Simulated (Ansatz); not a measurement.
# CH₃BFNO, SMILES C=NB(O)F: a single point in a Gaussian basis

Run with the Python package of Ansatz (0.2.0).

`energy_ch3bfno.py`:
```python
# -*- coding: utf-8 -*-
"""Single point of CH3BFNO in a Gaussian basis."""

from pathlib import Path

import ansatz as az

BASIS = "6-31G"

ch3bfno = (
    az.Crystal.molecule()
    .atom("C", (-0.3437, 0.9767, -1.1487))
    .atom("N", (-0.6133, -0.0707, -0.5151))
    .atom("B", (0.3258, -0.6145, 0.4966))
    .atom("O", (0.1224, -1.8514, 1.2013))
    .atom("F", (1.5967, 0.069, 0.7858))
    .atom("H", (-1.1214, 1.384, -1.8857))
    .atom("H", (0.5346, 1.6132, -0.9981))
    .atom("H", (-0.4089, -1.5634, 2.0081))
)

model = (
    ch3bfno.calculation()
    .basis(gaussian=BASIS)
    .functional(az.LibraryFunctional("B2PLYP"))
    .accuracy("medium")
    .orbitals()
)
done = model.run(runs_dir="out")
data = done.report

print("reference energy %16.6f eV" % data["reference_energy_ev"])
print("total energy     %16.6f eV" % data["free_energy_ev"])
print("occupied (up, down):", data["n_occupied"], " virtual:", data["n_virtual"], " frozen:", data["n_frozen"])

lines = Path(data["orbitals_path"]).read_text().splitlines()
field_of = lambda key: [line.split("=")[1].strip() for line in lines if line.startswith(key)]
orbitals = [(27.211386 * float(e), s, float(n)) for e, s, n in zip(field_of("Ene="), field_of("Spin="), field_of("Occup="))]
homo = max(e for e, _, n in orbitals if n > 0.5)
lumo = min(e for e, _, n in orbitals if n < 0.5)
print(f"HOMO {homo:.3f} eV, LUMO {lumo:.3f} eV, gap {lumo - homo:.3f} eV")
```

`python energy_ch3bfno.py` gives:
```text
reference energy     -8001.407483 eV
total energy         -8006.014858 eV
occupied (up, down): [14, 14]  virtual: [32, 32]  frozen: 5
HOMO -8.971 eV, LUMO -0.658 eV, gap 8.313 eV
```

These settings explore the input space; basis and method may be short of convergence. The geometry is a force-field or estimated start, not a minimum of this method, and the basis set is short of its limit. Levels such as HOMO and LUMO are orbital energies: with these approximate functionals they aren't the ionisation energy and electron affinity, and their gap isn't the fundamental gap. For a double hybrid the total adds scaled second-order correlation to the self-consistent reference. Finished in 2.2 s on 1 thread of Intel(R) Xeon(R) Platinum 8375C CPU @ 2.90GHz (Ice Lake), with other jobs on the host, peak memory 0.16 GiB.

(A comment or docstring line of the script was reworded after the run, the code is as it ran; lines on the test bed's own set-up are left out of the output.)
